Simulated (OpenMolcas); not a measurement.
**Fe³⁺: CASSCF and CASPT2 terms and fine-structure levels**

Which level of Fe³⁺ lies lowest, and where do the others fall? The reference wave functions come first, then spin-orbit coupling, then second-order correlation under several settings.

Method: state-averaged CASSCF and CASPT2, spin-orbit coupling by RASSI with atomic mean-field integrals. Code: OpenMolcas 26.06.

## 1. What is computed

| Quantity | Value |
| --- | --- |
| Species | Fe³⁺ (iron, Z = 26, 23 electrons) |
| Basis | ANO-R2 [6s5p4d2f1g], 64 functions |
| Scalar Hamiltonian | X2C, finite nucleus |
| Inactive shells | 1s 2s 2p 3s 3p |
| Active space | 5 electrons in 5 orbitals (3d) |
| Some configurations of this space | 3d5 |
| Orbitals | optimised for each spin and parity, averaged over all roots |

The outer shells:

3d5
```
3d [↑ ][↑ ][↑ ][↑ ][↑ ]
```

Each step is its own input file, run in one work folder so that later steps find the files of earlier ones. Labels, J, g values, rates, χT and fits are worked out afterwards by a script from the matrices that RASSI stores.

## 2. Basis and integrals

File a.inp:

```
&GATEWAY
Coord
1

Fe 0.0 0.0 0.0
Basis=ANO-R2
Group=XYZ
NoMove
AngMom=0.0 0.0 0.0
AMFI
&SEWARD
```

## 3. CASSCF: sextets of even parity, 1 root

File a.inp:

```
&RASSCF
FileOrb=start.orb
Symmetry=1
Spin=6
nActEl=5 0 0
Inactive=3 6
Ras2=5 0
CIRoot=1 1 1
SDav=1
CIMx=300
Iter=120 100
PrWF=0.3
OrbListing=Nothing
MaxOrb=0
Atom
>>> COPY $Project.JobIph JOB001
```

start.orb holds the contracted functions of the basis, ordered by shell, or the orbitals of the step before.

## 4. CASSCF: quartets of even parity, 24 roots

File a.inp:

```
&RASSCF
FileOrb=start.orb
Symmetry=1
Spin=4
nActEl=5 0 0
Inactive=3 6
Ras2=5 0
CIRoot=24 24 1
SDav=24
CIMx=300
Iter=120 100
PrWF=0.3
OrbListing=Nothing
MaxOrb=0
Atom
>>> COPY $Project.JobIph JOB002
```

## 5. Reference wave functions, doublets of even parity, 75 roots

File a.inp:

```
&RASSCF
FileOrb=start.orb
Symmetry=1
Spin=2
nActEl=5 0 0
Inactive=3 6
Ras2=5 0
CIRoot=75 75 1
SDav=75
CIMx=300
Iter=120 100
PrWF=0.3
OrbListing=Nothing
MaxOrb=0
Atom
>>> COPY $Project.JobIph JOB003
```

## 6. State interaction with spin-orbit coupling

File a.inp:

```
&RASSI
NrOfJobIphs=3 1 24 75
1
1 2 3 4 5 6 7 8 9 10 11 12 13 14 15 16 17 18 19 20 21 22 23 24
1 2 3 4 5 6 7 8 9 10 11 12 13 14 15 16 17 18 19 20 21 22 23 24 25 26 27
28 29 30 31 32 33 34 35 36 37 38 39 40 41 42 43 44 45 46 47 48 49 50 51
52 53 54 55 56 57 58 59 60 61 62 63 64 65 66 67 68 69 70 71 72 73 74 75
IphNames
JOB001
JOB002
JOB003
EJob
SpinOrbit
DIPRint=1.0
SOCoupling=1000.0
Subsets=2
MEES
Property=10
'ANGMOM' 1 'ANGMOM' 2 'ANGMOM' 3 'MLTPL  1' 1 'MLTPL  1' 2 'MLTPL  1' 3
'AMFI' 1 'AMFI' 2 'AMFI' 3 'MLTPL  2' 6
SOProperty=3
'ANGMOM' 1 'ANGMOM' 2 'ANGMOM' 3
```

## 7. CASPT2: IPEA 0.25, imaginary shift 0.1 (closed shells correlated: 3s 3p)

File a.inp:

```
>>> COPY JOB001 $Project.JobIph
&CASPT2
Multistate=1 1
Frozen=2 3
IPEA=0.25
Imaginary=0.1
MaxIter=60
WThr=0.0 0.3 0.05
PrWF=0.5
NoMix
>>> COPY JOB002 $Project.JobIph
&CASPT2
Multistate=24 1 2 3 4 5 6 7 8 9 10 11 12 13 14 15 16 17 18 19 20 21 22
23 24
Frozen=2 3
IPEA=0.25
Imaginary=0.1
MaxIter=60
WThr=0.0 0.3 0.05
PrWF=0.5
NoMix
>>> COPY JOB003 $Project.JobIph
&CASPT2
Multistate=75 1 2 3 4 5 6 7 8 9 10 11 12 13 14 15 16 17 18 19 20 21 22
23 24 25 26 27 28 29 30 31 32 33 34 35 36 37 38 39 40 41 42 43 44 45 46
47 48 49 50 51 52 53 54 55 56 57 58 59 60 61 62 63 64 65 66 67 68 69 70
71 72 73 74 75
NoMult
Frozen=2 3
IPEA=0.25
Imaginary=0.1
MaxIter=60
WThr=0.0 0.3 0.05
PrWF=0.5
NoMix
```

## 8. CASPT2: IPEA 0.25, sigma2 regulariser 0.3 (closed shells correlated: 3s 3p)

Edit a.inp of step 7 so:

```diff
@@ -5,3 +5,3 @@
 IPEA=0.25
-Imaginary=0.1
+Sig2=0.3
 MaxIter=60
@@ -16,3 +16,3 @@
 IPEA=0.25
-Imaginary=0.1
+Sig2=0.3
 MaxIter=60
@@ -30,3 +30,3 @@
 IPEA=0.25
-Imaginary=0.1
+Sig2=0.3
 MaxIter=60
```

(Steps that only read results are left out.)

Before running it: what results should come out? Wanted: lowest level; first excited level; spin-orbit lowering of the lowest level; strongest of the lines computed, by gA.

As calculated:

| quantity | value |
| --- | --- |
| method | SS-CASPT2, IPEA 0.25, imaginary shift 0.1 (closed shells correlated: 3s 3p) |
| lowest level | 3d5 6S 5/2, 100 % of that term, g = 2.002 |
| ground level listed by NIST | 6S5/2 |
| first excited level | 3d5 4G 5/2 at 33300 cm-1 |
| spin-orbit lowering of the lowest level | 30.7 cm-1 |
| strongest of the lines computed, by gA (one parity, so forbidden lines), at CASSCF energies | 3d5 2D 5/2(3) → 3d5 2F 7/2(1), 148.7 nm, A = 3.34e+01 s⁻¹ |

What each method costs and misses:

```tsv
method	time of its own steps	time with the reference	mean absolute difference from the measured levels (cm-1)
A. CASSCF	47 s	47 s	11000
B. SS-CASPT2, IPEA 0.25, imaginary shift 0.1, +3s 3p	25 s	72 s	2000
C. SS-CASPT2, IPEA 0.25, sigma2 regulariser 0.3, +3s 3p	27 s	74 s	2000
```

Times are of one thread on a shared host.

What this shows: Second-order correlation (method B) scales the levels of the lowest configuration above 5000 cm⁻¹ by 0.85 to 0.91. Method C lies closest to the measured levels (2000 cm⁻¹ on average, level with B) and A farthest (11000). Only the configurations of the active space and the roots asked for are present. Measured levels are paired by their LS label, which is uncertain where the leading share is low. CASPT2 does not keep the components of a term degenerate, and the means are used. Levels of other configurations are missing from the list.
